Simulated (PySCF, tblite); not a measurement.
**CH4F3OPSi2 (triplet), a small gas-phase stand-in for a defect centre: EPR parameters**

Wanted: the EPR parameters for `F[Si](F)(F)O[C]P[SiH3]`. It is drawn as: twofold C.

Computed with tblite 0.8.0 and PySCF 2.14.0; each step states its level. No surroundings beyond the atoms listed, unless a continuum is named. Atoms count from 0, parts from 1.

## 1. The system as given

12 atoms, charge 0, multiplicity 3; geometry: distance geometry start.

## 2. Geometry optimisation with GFN2-xTB

The job: settings as JSON, then the geometry in Å.

```
{"job": {"kind": "relax", "xc": "GFN2-xTB", "basis": "xTB"}, "charge": 0, "multiplicity": 3}
C      1.183409    -1.887143    -0.603776
O      1.578424    -1.569616    -1.880198
Si     2.121095     0.036223    -2.414048
F      2.617330    -0.038986    -3.998865
F      0.849888     1.140191    -2.228785
F      3.407749     0.542515    -1.435597
P      0.554275    -2.047412     1.086925
Si     0.861315    -0.288323     2.361379
H      0.732112    -3.274342     1.700748
H      2.028282    -0.489673     3.168292
H     -0.257439    -0.144398     3.219910
H      1.026230     0.858363     1.572605
```

Method: GFN2-xTB geometry optimisation, gas phase.

Started as:

```
OMP_NUM_THREADS=1 python cluster_run.py task.json out
```

One launch serves the whole session: the jobs run in the order shown.

Log:

```text
step      E/eV     max force
  0    -773.33560    4.201
  1    -774.10256    2.820
  2    -774.91557    3.518
  3    -775.10535    1.321
  4    -775.22188    1.759
  5    -775.54865    2.199
  6    -775.63050    1.359
  7    -775.69750    0.494
  8    -775.71272    0.604
  9    -775.75411    0.664
 10    -775.77504    0.384
 11    -775.79176    0.327
 12    -775.80152    0.299
 13    -775.81176    0.322
 14    -775.82050    0.260
 15    -775.82807    0.275
 16    -775.83257    0.215
 17    -775.83552    0.192
 18    -775.83888    0.235
 19    -775.84342    0.214
 20    -775.84753    0.161
 21    -775.85018    0.127
 22    -775.85201    0.142
 23    -775.85400    0.140
 24    -775.85701    0.143
 25    -775.86062    0.183
 26    -775.86324    0.133
 27    -775.86466    0.103
 28    -775.86581    0.105
 29    -775.86744    0.132
 30    -775.86974    0.180
 31    -775.87192    0.165
 32    -775.87323    0.087
 33    -775.87392    0.064
 34    -775.87453    0.073
 35    -775.87543    0.104
 36    -775.87660    0.102
 37    -775.87773    0.091
 38    -775.87841    0.054
 39    -775.87874    0.039
 40    -775.87890    0.034
 41    -775.87905    0.037
 42    -775.87934    0.046
 43    -775.87982    0.060
 44    -775.88044    0.067
 45    -775.88096    0.053
 46    -775.88123    0.036
 47    -775.88139    0.039
 48    -775.88164    0.042
 49    -775.88216    0.068
 50    -775.88293    0.079
 51    -775.88355    0.053
 52    -775.88385    0.048
 53    -775.88409    0.045
 54    -775.88435    0.050
 55    -775.88481    0.062
 56    -775.88563    0.069
 57    -775.88652    0.071
 58    -775.88712    0.058
 59    -775.88752    0.038
 60    -775.88776    0.045
 61    -775.88806    0.046
 62    -775.88860    0.058
 63    -775.88929    0.057
 64    -775.88965    0.044
 65    -775.88983    0.022
 66    -775.88995    0.022
 67    -775.89000    0.021
 68    -775.89005    0.020
 69    -775.89019    0.022
 70    -775.89035    0.027
 71    -775.89055    0.036
 72    -775.89068    0.029
 73    -775.89076    0.017
 74    -775.89080    0.017
 75    -775.89084    0.018
 76    -775.89091    0.025
 77    -775.89103    0.026
 78    -775.89116    0.028
 79    -775.89125    0.025
 80    -775.89133    0.023
 81    -775.89143    0.023
 82    -775.89154    0.027
 83    -775.89169    0.032
 84    -775.89189    0.033
 85    -775.89220    0.055
 86    -775.89264    0.075
 87    -775.89318    0.075
 88    -775.89368    0.053
 89    -775.89399    0.120
 90    -775.89468    0.102
 91    -775.89549    0.083
 92    -775.89683    0.236
 93    -775.89825    0.152
 94    -775.90000    0.128
 95    -775.90061    0.114
 96    -775.90135    0.090
 97    -775.90265    0.061
 98    -775.90345    0.055
 99    -775.90397    0.076
100    -775.90421    0.151
101    -775.90447    0.099
102    -775.90506    0.055
103    -775.90527    0.044
104    -775.90551    0.039
105    -775.90572    0.038
106    -775.90599    0.051
107    -775.90622    0.048
108    -775.90641    0.032
109    -775.90650    0.037
110    -775.90661    0.026
111    -775.90669    0.023
112    -775.90681    0.025
113    -775.90699    0.035
114    -775.90726    0.044
115    -775.90754    0.043
116    -775.90786    0.056
117    -775.90801    0.035
118    -775.90816    0.040
119    -775.90828    0.033
120    -775.90841    0.027
121    -775.90846    0.027
122    -775.90858    0.026
123    -775.90872    0.032
124    -775.90884    0.035
125    -775.90892    0.032
126    -775.90895    0.027
127    -775.90904    0.041
128    -775.90912    0.030
129    -775.90927    0.025
130    -775.90937    0.025
131    -775.90945    0.021
132    -775.90950    0.017
133    -775.90955    0.018
134    -775.90961    0.018
135    -775.90971    0.028
136    -775.90983    0.039
137    -775.90997    0.040
138    -775.91012    0.033
139    -775.91030    0.043
140    -775.91044    0.032
141    -775.91062    0.034
142    -775.91084    0.031
143    -775.91124    0.038
144    -775.91182    0.059
145    -775.91247    0.127
146    -775.91335    0.069
147    -775.91432    0.044
148    -775.91456    0.098
149    -775.91521    0.059
150    -775.91575    0.042
151    -775.91651    0.047
152    -775.91710    0.082
153    -775.91770    0.075
154    -775.91909    0.084
155    -775.92005    0.077
156    -775.91907    0.163
157    -775.92117    0.078
158    -775.92158    0.072
159    -775.92258    0.051
160    -775.92317    0.137
161    -775.92373    0.068
162    -775.92418    0.048
163    -775.92486    0.054
164    -775.92511    0.057
165    -775.92535    0.038
166    -775.92557    0.046
167    -775.92580    0.044
168    -775.92591    0.039
169    -775.92603    0.026
170    -775.92613    0.031
171    -775.92626    0.035
172    -775.92639    0.031
173    -775.92652    0.030
174    -775.92665    0.045
175    -775.92681    0.055
176    -775.92708    0.058
177    -775.92749    0.042
178    -775.92772    0.033
179    -775.92790    0.035
180    -775.92791    0.063
181    -775.92806    0.027
182    -775.92816    0.021
183    -775.92840    0.033
184    -775.92853    0.068
185    -775.92870    0.038
186    -775.92891    0.037
187    -775.92907    0.089
188    -775.92929    0.041
189    -775.92941    0.025
190    -775.92945    0.035
191    -775.92952    0.015
192    -775.92956    0.014
193    -775.92964    0.020
194    -775.92969    0.023
195    -775.92975    0.028
196    -775.92987    0.032
197    -775.93011    0.041
198    -775.93036    0.044
199    -775.93061    0.053
200    -775.93083    0.067
201    -775.93083    0.067
202    -775.93312    0.060
203    -775.93352    0.018
204    -775.93373    0.015
205    -775.93378    0.012
206    -775.93378    0.017
207    -775.93379    0.005
```

Run time: 5.4 s. Hardware: 1 thread of Arm Neoverse V1, shared host.

The steps of the relaxation:

```tsv
step	energy from step 0 (eV)	largest force (eV/Å)
0	0.0000	4.2008
8	-2.3771	0.6040
16	-2.4970	0.2157
24	-2.5214	0.1422
32	-2.5376	0.0871
40	-2.5433	0.0342
48	-2.5460	0.0415
56	-2.5500	0.0690
64	-2.5540	0.0442
72	-2.5551	0.0298
80	-2.5557	0.0231
88	-2.5581	0.0532
96	-2.5657	0.0896
104	-2.5699	0.0387
112	-2.5712	0.0251
120	-2.5728	0.0273
128	-2.5735	0.0306
136	-2.5742	0.0383
144	-2.5762	0.0594
152	-2.5815	0.0820
160	-2.5876	0.1378
168	-2.5903	0.0389
176	-2.5915	0.0576
184	-2.5929	0.0679
192	-2.5940	0.0144
200	-2.5952	0.0673
207	-2.5982	0.0046
```

Distances of close pairs at the start and the end, largest changes first:

```tsv
bond	before (Å)	after (Å)	change (Å)
O1–Si2	1.777	1.584	-0.193
Si2–F4	1.694	1.580	-0.113
Si2–F5	1.694	1.581	-0.113
C0–P6	1.811	1.716	-0.095
Si2–F3	1.662	1.573	-0.089
P6–Si7	2.194	2.274	+0.081
C0–O1	1.373	1.310	-0.064
Si7–H11	1.402	1.462	+0.060
```

## 3. Geometry optimisation at PBE0-D3(BJ)/def2-SVP

The job: settings as JSON, then the geometry in Å.

```
{"job": {"xc": "PBE0", "basis": "def2-SVP", "d3": "d3bj", "grid": 2, "kind": "geom", "shake": 0.01}, "charge": 0, "multiplicity": 3}
C      0.220825    -0.911012    -0.249560
O      0.775119    -0.467135    -1.350981
Si     0.699771     0.445000    -2.652456
F      2.087330     0.139261    -3.421460
F     -0.495984     0.177747    -3.632563
F      0.667782     1.998939    -2.323105
P     -1.170983    -0.368439     0.622136
Si    -0.351761     0.067710     2.697125
H     -1.736870    -1.609482     0.955549
H      0.555600    -0.984252     3.153034
H     -1.532050     0.131258     3.604664
H      0.319712     1.352821     2.614617
```

Log:

```text
step   0  E = -1334.30725076  max force = 0.035526
step   1  E = -1334.31232832  max force = 0.015368
step   2  E = -1334.31298651  max force = 0.004846
step   3  E = -1334.31330666  max force = 0.004089
step   4  E = -1334.31364794  max force = 0.006320
step   5  E = -1334.31392932  max force = 0.006207
step   6  E = -1334.31409237  max force = 0.002514
step   7  E = -1334.31414637  max force = 0.000687
step   8  E = -1334.31416215  max force = 0.001294
step   9  E = -1334.31401208  max force = 0.002025
step  10  E = -1334.31415130  max force = 0.001379
step  11  E = -1334.31418123  max force = 0.000532
step  12  E = -1334.31418580  max force = 0.000272
optimisation converged
```

It took 6.1 min on 1 thread of Arm Neoverse V1, shared host; peak memory 0.78 GiB.

Relaxation path: (the energy doesn't fall at every step)

```tsv
step	energy from step 0 (eV)	largest force component (eV/Å)
0	0.0000	1.8268
1	-0.1382	0.7903
2	-0.1561	0.2492
3	-0.1648	0.2103
4	-0.1741	0.3250
5	-0.1817	0.3192
6	-0.1862	0.1293
7	-0.1876	0.0353
8	-0.1881	0.0665
9	-0.1840	0.1041
10	-0.1878	0.0709
11	-0.1886	0.0274
12	-0.1887	0.0140
```

Distances of close pairs at the start and the end, largest changes first:

```tsv
bond	before (Å)	after (Å)	change (Å)
C0–P6	1.730	1.784	+0.055
O1–Si2	1.591	1.637	+0.046
Si7–H11	1.452	1.491	+0.038
Si7–H9	1.462	1.492	+0.029
Si2–F3	1.616	1.587	-0.029
P6–H8	1.404	1.431	+0.027
C0–O1	1.310	1.333	+0.022
Si2–F4	1.569	1.591	+0.022
```

The end geometry stands in the next job.

```tsv
at the end point	value
point group (found at 0.08 Å tolerance)	C1
rotational constants (GHz, main isotopes)	2.797, 0.520, 0.512
dipole moment (D)	1.70
⟨S²⟩	2.009
```

## 4. EPR parameters: B3LYP/IGLO-III+pcH-1

The job: settings as JSON, then the geometry in Å.

```
{"job": {"kind": "epr"}, "charge": 0, "multiplicity": 3}
C      0.513959    -0.882445    -0.142136
O      1.175660    -0.577210    -1.257811
Si     0.789808     0.349091    -2.551356
F      1.929786     0.145368    -3.636189
F     -0.611277    -0.081655    -3.169393
F      0.720396     1.887911    -2.156310
P     -1.048987    -0.251502     0.443670
Si    -0.499944     0.092915     2.619166
H     -1.768184    -1.473703     0.638457
H      0.201217    -1.080277     3.216420
H     -1.769149     0.359034     3.361043
H      0.379871     1.295695     2.659960
```

Method: UKS B3LYP, IGLO-III on C F O P Si, pcH-1 on H, non-relativistic, mean-field spin-orbit, GIAO.

Log:

```text
UKS, coarse grid
  cycle   1  E = -1335.81445307  |g| = 7.88e-01
  cycle   2  E = -1335.53982692  |g| = 1.25e+00
  cycle   3  E = -1336.00063408  |g| = 7.70e-02
  cycle   4  E = -1336.00187722  |g| = 6.44e-02
  cycle   5  E = -1336.00335215  |g| = 1.35e-02
  cycle   6  E = -1336.00345975  |g| = 4.32e-03
  cycle   7  E = -1336.00347706  |g| = 2.00e-03
  cycle   8  E = -1336.00347935  |g| = 1.09e-03
  cycle   9  E = -1336.00348065  |g| = 2.75e-04
UKS, final grid
  cycle   1  E = -1336.00363991  |g| = 4.04e-04
  cycle   2  E = -1336.00363979  |g| = 6.34e-04
  cycle   3  E = -1336.00364001  |g| = 6.92e-05
  cycle   4  E = -1336.00364001  |g| = 2.40e-05
E = -1336.00364001 Eh   <S^2> = 2.0093 (exact 2.0000)
g shifts (ppm)      1          2          3
  rmc          -183       -183       -183
  gc             29        -26          4
  oz_so        -863        358        515
  total       -1017        149        335
hyperfine (MHz)  atom isotope    a_iso     a_fc   dipolar eigenvalues
    0   13C     277.82     277.97    -67.74     19.71     48.03
    1   17O     -65.67     -65.73    -15.55      0.46     15.09
    2  29Si     -52.76     -52.83     -4.22      0.76      3.47
    3   19F       4.44       4.46     -3.77      0.37      3.39
    4   19F      15.96      15.95     -5.27     -4.24      9.51
    5   19F      17.92      17.91     -5.94     -4.99     10.93
    6   31P     -60.98     -60.45    -50.72    -46.28     97.00
    7  29Si     -42.04     -42.09     -5.94      2.77      3.16
    8    1H      62.60      62.60     -4.64     -1.31      5.94
    9    1H       0.76       0.76     -2.08     -1.44      3.52
   10    1H       9.46       9.46     -1.32     -0.85      2.17
   11    1H      -1.93      -1.93     -1.91     -1.22      3.13
zero-field splitting (cm-1)  D = 0.5733  E = 0.0509  (spin-spin 0.5058, spin-orbit 0.0713)
```

Wall time 4.4 min (1 thread of Arm Neoverse V1, shared host); peak memory 1.4 GiB.

Principal g values 2.00130, 2.00247, 2.00265; g(iso) = 2.00214, against 2.00232 for a free electron.

Hyperfine couplings, nucleus by nucleus at this fixed geometry (no averaging over rotations):

```tsv
nuclei	isotope	a(iso) (MHz)	a(iso) (G, at g = 2.0023)	largest dipolar term (MHz)
C0	13C	277.8	99.1	-67.7
O1	17O	-65.7	-23.4	-15.6
H8	1H	62.6	22.3	5.9
P6	31P	-61.0	-21.8	97.0
Si2	29Si	-52.8	-18.8	-4.2
Si7	29Si	-42.0	-15.0	-5.9
F5	19F	17.9	6.4	10.9
F4	19F	16.0	5.7	9.5
H10	1H	9.5	3.4	2.2
F3	19F	4.4	1.6	-3.8
H11	1H	-1.9	-0.7	3.1
H9	1H	0.8	0.3	3.5
```

Zero-field splitting: D = 0.573 cm⁻¹ (spin-spin 0.506, spin-orbit 0.071), E = 0.051 cm⁻¹.

Mulliken spin populations:

```tsv
atom	value (e)
C0	1.60
O1	0.07
Si2	0.04
F3	0.00
F4	0.00
F5	0.00
P6	0.17
Si7	0.04
H8	0.06
H9	0.00
H10	0.01
H11	0.00
```

## 5. EPR parameters: BHandHLYP/IGLO-III+pcH-1

The job, as its differences from that of step 4:

```diff
@@ -1,2 +1,2 @@
-{"job": {"kind": "epr"}, "charge": 0, "multiplicity": 3}
+{"job": {"kind": "epr", "xc": "BHandHLYP"}, "charge": 0, "multiplicity": 3}
 C      0.513959    -0.882445    -0.142136
```

Level: UKS BHandHLYP, IGLO-III on C F O P Si, pcH-1 on H, non-relativistic, mean-field spin-orbit, GIAO.

Log:

```text
UKS, coarse grid
  cycle   1  E = -1335.60403805  |g| = 6.94e-01
  cycle   2  E = -1335.60536194  |g| = 7.67e-01
  cycle   3  E = -1335.77068007  |g| = 5.05e-02
  cycle   4  E = -1335.77302451  |g| = 2.43e-02
  cycle   5  E = -1335.77365116  |g| = 1.52e-02
  cycle   6  E = -1335.77385481  |g| = 5.10e-03
  cycle   7  E = -1335.77390931  |g| = 1.60e-03
  cycle   8  E = -1335.77391564  |g| = 8.34e-04
UKS, final grid
  cycle   1  E = -1335.77401770  |g| = 6.38e-04
  cycle   2  E = -1335.77401799  |g| = 6.41e-04
  cycle   3  E = -1335.77401824  |g| = 1.56e-04
  cycle   4  E = -1335.77401834  |g| = 8.92e-05
  cycle   5  E = -1335.77401835  |g| = 2.07e-05
E = -1335.77401835 Eh   <S^2> = 2.0154 (exact 2.0000)
g shifts (ppm)      1          2          3
  rmc          -183       -183       -183
  gc             29        -32         10
  oz_so        -792        346        488
  total        -945        131        314
hyperfine (MHz)  atom isotope    a_iso     a_fc   dipolar eigenvalues
    0   13C     309.24     309.39    -71.05     21.02     50.03
    1   17O     -67.42     -67.47    -15.07      0.11     14.97
    2  29Si     -44.50     -44.55     -4.35      1.12      3.22
    3   19F       2.90       2.91     -3.14      0.10      3.05
    4   19F      10.66      10.65     -4.23     -3.62      7.84
    5   19F      12.94      12.94     -4.91     -4.23      9.14
    6   31P     -78.70     -78.27    -51.32    -44.84     96.16
    7  29Si     -39.03     -39.08     -5.74      2.67      3.07
    8    1H      61.32      61.32     -4.58     -1.49      6.08
    9    1H       0.44       0.44     -2.08     -1.52      3.61
   10    1H       8.17       8.17     -1.27     -0.84      2.10
   11    1H      -2.03      -2.03     -1.90     -1.28      3.18
zero-field splitting (cm-1)  D = 0.6209  E = 0.0567  (spin-spin 0.5615, spin-orbit 0.0629)
```

Wall time 4.9 min (1 thread of Arm Neoverse V1, shared host); peak memory 1.4 GiB.

In short: g(iso) 2.00215.

## 6. Side by side: EPR parameters

g, ⟨S²⟩ and isotropic hyperfine couplings (MHz), with basis size and wall time:

```tsv
run	g(iso)	⟨S²⟩	13C C0	17O O1	1H H8	31P P6	29Si Si2	functions	time
B3LYP/IGLO-III+pcH-1	2.00214	2.009	277.8	-65.7	62.6	-61.0	-52.8	347	4.4 min
BHandHLYP/IGLO-III+pcH-1	2.00215	2.015	309.2	-67.4	61.3	-78.7	-44.5	347	4.9 min
```

## 7. Results

| quantity | value |
| --- | --- |
| point group | C1 |
| rotational constants (main isotopes) | 2.80, 0.52, 0.51 GHz |
| D, E (B3LYP) | 0.573, 0.051 cm⁻¹ |
| g(iso) (B3LYP) | 2.00214 |
| ⟨S²⟩ | 2.009 (exact 2.00) |
| largest a(iso) | 13C on C0, 277.8 MHz |

In words: The start of the PBE0/def2-SVP relaxation was shaken at random by about 0.01 Å, so part of the energy gained, and of the first lengths quoted, undoes that. Over 12 steps the energy fell by 0.189 eV; of the close pairs, C0–P6 changed most, 1.730 to 1.784 Å (PBE0/def2-SVP). No frequency check was run at this level, so the end point may be a saddle. C0 carries the largest spin population, 1.60 e. The isotropic g lies 0.2 ppt below the free-electron value. The coupling of 13C on C0 runs from 277.8 (B3LYP/IGLO-III+pcH-1) to 309.2 MHz (BHandHLYP/IGLO-III+pcH-1). The triplet was assumed; the singlet may lie lower. A capped cluster stands for the solid here, so long-range fields and strain are missing, and bands or shifts of the capping hydrogens have no counterpart in it.
